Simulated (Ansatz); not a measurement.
# GaGeH2+ (singlet): the correlation ladder, cc-pVDZ

One table from this session's results is given with a row withheld; the runs are named, their logs left out.

The runs use Ansatz 0.2.0, Gaussian basis; cc-pVDZ, core rule «outside noble gas», up to 28 orbitals frozen.

The runs, in order: UHF; CCSD(T) on RHF; CCSD(T) on UHF; BCCD(T) on RHF; CISD; CCSDT(Q) on RHF; CCSDT(Q) on UHF; CASSCF and MRCISD+Q, 8 electrons in 10 orbitals; CASSCF and NEVPT2, 8 electrons in 10 orbitals.

17 further runs of the same task are left out: 1 for a known fault of the program, 1 for a mislabelled method, 4 that didn't finish, 11 set aside as unsound or not needed.

## What is computed

The geometry is a PBE0/def2-TZVP stationary point (not a proven minimum) of the parent state, kept for this charge and spin. No spin-orbit coupling is included. The filled d shell of Ge, Ga may be among the frozen orbitals whatever the setting's name suggests; the logs give the count.

4 atoms, charge 1, spin multiplicity 1.

Atoms are counted from 1 here; the program's logs count them from 0.

Bond lengths: Ge1–Ga2 2.339 Å, Ge1–H3 1.691 Å, Ga2–H4 1.582 Å. Angles: Ga2–Ge1–H3 58.6°, Ge1–Ga2–H4 163.6°.

Set-up of the first run:

in.yaml reads:

```yaml
crystal:
  periodic: [false, false, false]
  atoms:
    - {symbol: Ge, position_ang: [0.000000, -0.003654, 1.162916]}
    - {symbol: Ga, position_ang: [0.000000, -0.022851, -1.176473]}
    - {symbol: H, position_ang: [0.000000, 1.432545, 0.269458]}
    - {symbol: H, position_ang: [0.000000, 0.411477, -2.697219]}
basis:
  gaussian: {orbitals: cc-pVDZ}
total_charge: 1
magnetization: {spin_polarized: true, initial_magnetization: 0}
hamiltonian: {xc: hf}
output: {orbitals: {seedname: orbitals}}
```

The run is started by

```console
$ ansatz run in.yaml --threads 1 --pin off --events-out ev --progress --plain --max-ram 2393MiB
```

Steps of the session up to this table: UHF; CCSD(T) on RHF; CCSD(T) on UHF; BCCD(T) on RHF; CISD; CCSDT(Q) on RHF; CCSDT(Q) on UHF; CASSCF and MRCISD+Q, 8 electrons in 10 orbitals; CASSCF and NEVPT2, 8 electrons in 10 orbitals.

One table of the session follows, with a row left open; its other results are not shown here.

```
          method  from RCCSDT(Q) (kcal/mol)
             RHF                     +98.31
             UHF                     +98.03
            RMP2                     +24.77
           RCCSD                      +3.49
        RCCSD(T)                          ?
         BCCD(T)                      +0.78
          RCCSDT                      +0.15
       RCCSDT(Q)                          0
  CASSCF valence                     +43.87
  NEVPT2 valence                     +12.14
  MRCISD valence                      +1.86
MRCISD+Q valence                      +0.03
```

Estimate the missing values for RCCSD(T).

The run gave: from RCCSDT(Q) (kcal/mol): +0.79. In the column «from RCCSDT(Q) (kcal/mol)» it lies between BCCD(T) (+0.78) and MRCISD valence (+1.86).

Not comparable, so not listed: CCSD(T) on UHF; CCSDT(Q) on UHF (they don't share determinant, frozen orbitals or solution with the rows shown, or repeat one).

Limits of these values: Warnings: restricted reference is unstable; spin contamination.
